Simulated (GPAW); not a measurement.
# IrPt3: equation of state with PBEsol

The system is IrPt3.

```
Pt Ir
1.0
     3.95125    0.00000    0.00000
     0.00000    3.95125    0.00000
     0.00000    0.00000    3.95125
Pt Ir
3 1
Direct
  0.50000 0.50000 0.00000
  0.50000 0.00000 0.50000
  0.00000 0.50000 0.50000
  0.00000 0.00000 0.00000
```

The cell comes from a database or a generator and needn't be the stable form of this composition.

```yaml
Program: GPAW 26.7.0
Task: equation of state
Functional: PBEsol
Potentials_or_basis: PAW data sets generated in the run's folder for this functional
Cutoff: 600 eV
Basis: pw
k_mesh: 7 × 7 × 7
Occupations: fermi-dirac, width 0.05 eV
Spin: no spin polarisation
Maxiter: 150
Eos_scales: "[0.94, 0.96, 0.98, 1.0, 1.02, 1.04, 1.06]"
```

```yaml
Equilibrium_volume: 14.77 Å³/atom
Bulk_modulus: 307 GPa
Pressure_derivative_of_the_bulk_modulus: 5.3
```

Energy against volume, from the lowest point:
| volume (Å³/atom) | energy (meV/atom) |
| --- | --- |
| 14.497 | 4.96 |
| 14.805 | 0.00 |
| 15.114 | 7.22 |
| 15.422 | 25.10 |
| 15.731 | 52.34 |
| 16.039 | 87.74 |
| 16.347 | 130.26 |

It took 5 min on 1 thread of Arm Neoverse V2 (shared host), peak memory 0.37 GiB.

The run has no spin-orbit coupling, so splittings on Ir, Pt are missing.
